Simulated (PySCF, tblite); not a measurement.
**C₃H₁₂SSi₃: geometry, infrared bands and NMR shifts**

Aim: predict the infrared bands and NMR shifts of C₃H₁₂SSi₃ (`CS[C@@H]1C[Si@H]([SiH3])[SiH2]1`).

Computed with tblite 0.8.0 and PySCF 2.14.0, with density-fitted response routines of our own, on a single molecule in the gas phase. Atoms count from 0, in the outputs and in this text.

### Step 1. The molecule as given

19 atoms, charge 0, multiplicity 1; geometry from: force field or distance geometry start.

Bonds of the start (Å): C0–S1 1.81, S1–C2 1.86, C2–C3 1.56, C3–Si4 1.92, Si4–Si5 2.24, Si4–Si6 2.24, Si6–C2 1.94, C0–H7 1.10, C0–H8 1.09, C0–H9 1.10, C2–H10 1.10, C3–H11 1.09, C3–H12 1.12, Si4–H13 1.49, Si5–H14 1.49, Si5–H15 1.48, Si5–H16 1.49, Si6–H17 1.49, Si6–H18 1.48.

### Step 2. Relaxing the molecule with GFN2-xTB

The job: settings as JSON, then the geometry in Å.

```
{"job": {"kind": "relax", "xc": "GFN2-xTB", "basis": "xTB"}, "charge": 0, "multiplicity": 1}
C     -3.417800     0.553900     0.218000
S     -2.176800     0.993600    -1.018300
C     -0.946600    -0.321200    -0.550900
C     -0.147500     0.102000     0.721400
Si     1.439500    -0.879100     0.265700
Si     3.346800     0.218500     0.705600
Si     0.592700    -0.338300    -1.735100
H     -3.024800     0.680300     1.235100
H     -3.752600    -0.478900     0.079800
H     -4.293000     1.217300     0.106900
H     -1.408500    -1.319700    -0.507700
H      0.049200     1.164700     0.849700
H     -0.592000    -0.260800     1.677900
H      1.355500    -2.321900     0.622200
H      3.677000     0.137100     2.157300
H      3.239700     1.658400     0.365500
H      4.484500    -0.361300    -0.055100
H      0.554200    -1.432600    -2.749600
H      1.010700     0.997400    -2.231100
```

Started as:

```console
OMP_NUM_THREADS=1 python probes_run.py task.json out
```

This one command runs all jobs of the session in turn.

**Question.** This job is followed by: GFN2-xTB harmonic vibrations, gas phase; GIAO PBE0/pcSseg-1 NMR shielding, non-relativistic, gas phase. Predict these results of the whole session: strongest single infrared mode (GFN2-xTB); zero-point energy (GFN2-xTB); ¹³C shifts against TMS (PBE0/pcSseg-1); ¹H shifts against TMS (PBE0/pcSseg-1, means over atoms taken as alike); ³³S shifts against CS2 (PBE0/pcSseg-1); ²⁹Si shifts against TMS (PBE0/pcSseg-1).

As calculated:

| quantity | value |
| --- | --- |
| strongest single infrared mode (GFN2-xTB) | 771 cm⁻¹, 646 km/mol |
| zero-point energy (GFN2-xTB) | 81.6 kcal/mol |
| ¹³C shifts against TMS (PBE0/pcSseg-1) | 35.7, 23.6, 22.1 ppm |
| ¹H shifts against TMS (PBE0/pcSseg-1, means over atoms taken as alike) | 4.79, 4.65, 4.41, 3.56, 2.87, 2.46, 2.08, 1.46 ppm |
| ³³S shifts against CS2 (PBE0/pcSseg-1) | 44 ppm |
| ²⁹Si shifts against TMS (PBE0/pcSseg-1) | -43.5, -72.9, -113.8 ppm |

What this shows: Relaxing lowered the energy by 0.634 eV in 119 steps; the close pair that moved most is Si4–Si6, from 2.239 to 2.349 Å. All 51 modes are real, so the xTB geometry is a minimum. The strongest single mode, at 771 cm⁻¹, is carried by H15, H16, H14, H17. Unscaled tight-binding wavenumbers are off by several per cent, some by more. Its intensities can rank the bands wrongly. At PBE0/pcSseg-1: Shielding is most anisotropic at S1 (span 433 ppm, paramagnetic term -597 ppm).
